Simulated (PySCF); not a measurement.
**Fluorodihydroxyborane (BFH2O2): geometry, NMR shifts, spin-spin couplings, electronic excitations and core binding energies**

What NMR shifts, spin-spin couplings, electronic excitations and core binding energies should Fluorodihydroxyborane (BFH2O2) (`OB(O)F`) show?

The runs use PySCF 2.14.0, with density-fitted response routines of our own; the level of theory stands in each step. All values are computed, except where a source is named. Atoms are numbered from 0 throughout.

**1. Starting geometry**

6 atoms, charge 0, multiplicity 1; geometry from: GFN2-xTB.

Bonds of the start (Å): O0–B1 1.33, B1–O2 1.33, B1–F3 1.36, O0–H4 0.96, O2–H5 0.96.

**2. Geometry optimisation at PBE0-D3(BJ)/def2-SVP**

What the job is given:

```
{"job": {"xc": "PBE0", "basis": "def2-SVP", "d3": "d3bj", "grid": 1, "kind": "geom"}, "charge": 0, "multiplicity": 1}
O     -1.054210    -0.755180     0.253040
B     -0.001850     0.019560    -0.011120
O      1.248870    -0.438210     0.057900
F     -0.209170     1.313460    -0.362140
H     -1.909470    -0.333320     0.171580
H      1.932060     0.197670    -0.152400
```

Started as:

```
> OMP_NUM_THREADS=1 python probes_run.py task.json out
```

The driver reads the jobs from task.json and runs them one after another.

**Question.** This job is followed by: GIAO PBE0/pcSseg-1 NMR shielding, non-relativistic, gas phase; B3LYP/pcJ-1 indirect spin-spin coupling, non-relativistic, gas phase; TDDFT CAM-B3LYP/def2-SVPD, vertical, gas phase, core orbitals frozen in the response; GIAO KT3/pcSseg-2 NMR shielding, non-relativistic, gas phase; delta-SCF UKS SCAN, pcX-2 on the ionised atom, pcseg-1 elsewhere, spin-free X2C. Predict these results of the whole session: point group; rotational constants (main isotopes); 1H shifts against TMS (PBE0/pcSseg-1, means over atoms taken as alike); 17O shifts against H2O (PBE0/pcSseg-1, means over atoms taken as alike); 11B shifts against BF3·OEt2 (PBE0/pcSseg-1); 19F shifts against CFCl3 (PBE0/pcSseg-1); surface potential, 1st and 99th percentile; largest coupling of the table (B3LYP/pcJ-1); lowest singlet (CAM-B3LYP/def2-SVPD); brightest single state of those computed; lowest triplet; vertical ionisation energy (ΔSCF); O1s binding energies, SCAN/pcX-2; B1s binding energies, SCAN/pcX-2; F1s binding energies, SCAN/pcX-2; range of the shift of F3.

As calculated:

```
                                                               quantity                         value
                                                            point group                           C2v
                                   rotational constants (main isotopes)         10.34, 9.89, 5.05 GHz
 1H shifts against TMS (PBE0/pcSseg-1, means over atoms taken as alike)                      3.03 ppm
17O shifts against H2O (PBE0/pcSseg-1, means over atoms taken as alike)                      81.8 ppm
                            11B shifts against BF3·OEt2 (PBE0/pcSseg-1)                      17.4 ppm
                               19F shifts against CFCl3 (PBE0/pcSseg-1)                    -124.7 ppm
                                  surface potential, 1st and 99th percentile            -1.47 V and 2.60 V
                            largest coupling of the table (B3LYP/pcJ-1)      1J(B,F) B1–F3, -120.6 Hz
                                   lowest singlet (CAM-B3LYP/def2-SVPD)   8.36 eV (148 nm), f = 0.000
                               brightest single state of those computed  state 7, 10.69 eV, f = 0.187
                                                         lowest triplet                       8.08 eV
                                      vertical ionisation energy (ΔSCF)                      12.73 eV
                                       O1s binding energies, SCAN/pcX-2                  O0 539.81 eV
                                       B1s binding energies, SCAN/pcX-2                  B1 199.59 eV
                                       F1s binding energies, SCAN/pcX-2                  F3 693.44 eV
                                               range of the shift of F3          -153.1 to -124.7 ppm
```

What this shows: Over 4 steps the energy fell by 0.027 eV; of the close pairs, O0–B1 changed most, 1.333 to 1.350 Å. No frequency check was run at this level, so the end point may be a saddle. At PBE0/pcSseg-1: The widest tensor belongs to F3: span 161 ppm, with a paramagnetic part of -169 ppm. In the run at B3LYP/pcJ-1, the largest coupling of the table is B1–F3, -120.6 Hz, of which the Fermi-contact term gives -85.3 Hz. The first singlet state (HOMO→LUMO 0.91) lies at 8.36 eV and is dark; of the 10 states computed, the strongest absorption comes from state 7 at 10.69 eV. The lowest triplet lies 0.27 eV below the lowest singlet (triplets in Tamm-Dancoff, singlets in full TDDFT). The orbital energy would give 11.36 eV for ionisation, ΔSCF gives 12.73 eV. Across the 2 runs the shift of F3 moves most, between -153.1 (KT3/pcSseg-2) and -124.7 ppm (PBE0/pcSseg-1). Most of that comes from the computed reference, not from the atom's own shielding.
